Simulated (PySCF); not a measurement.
# BH6NO3Si: the cost of one run

Computed with PySCF 2.14.0, with density-fitted response routines of our own, on a single molecule in the gas phase. Atoms are numbered from 0 throughout.

## Step 1: The molecule as given

12 atoms, charge 0, multiplicity 1; geometry from: GFN2-xTB. The atoms were then displaced at random by about 0.01 Å, so the start is not that level's minimum.

Bonds of the start (Å): N0–Si1 1.69, Si1–O2 1.61, O2–B3 1.38, B3–O4 1.37, B3–O5 1.33, N0–H6 1.03, N0–H7 1.01, Si1–H8 1.47, Si1–H9 1.46, O4–H10 0.95, O5–H11 0.96.

## Step 2: Relaxing the molecule at PBE0-D3(BJ)/def2-SVP

The job: settings as JSON, then the geometry in Å.

```
{"job": {"xc": "PBE0", "basis": "def2-SVP", "d3": "d3bj", "grid": 1, "shake": 0.01, "kind": "geom"}, "charge": 0, "multiplicity": 1}
N     -1.889010     0.381920     0.652720
Si    -1.132900    -0.995540     0.028860
O      0.461040    -0.755230     0.021250
B      1.404680     0.246280    -0.029680
O      0.966030     1.534060    -0.163570
O      2.707770    -0.004130     0.037570
H     -1.457900     1.293430     0.465810
H     -2.896320     0.497650     0.635800
H     -1.304580    -2.078830     1.004590
H     -1.453380    -1.365200    -1.344130
H      1.695520     2.150360    -0.167900
H      2.938720    -0.933020     0.143810
```

Launch:

```sh
$ OMP_NUM_THREADS=1 python probes_run.py task.json out
```

One launch serves the whole session: the jobs run in the order shown.

**Question.** How long does this first job take on 1 thread of Arm Neoverse V1, shared host, and how much memory does it need?

About 3.4 min, with a peak of 0.49 GiB.
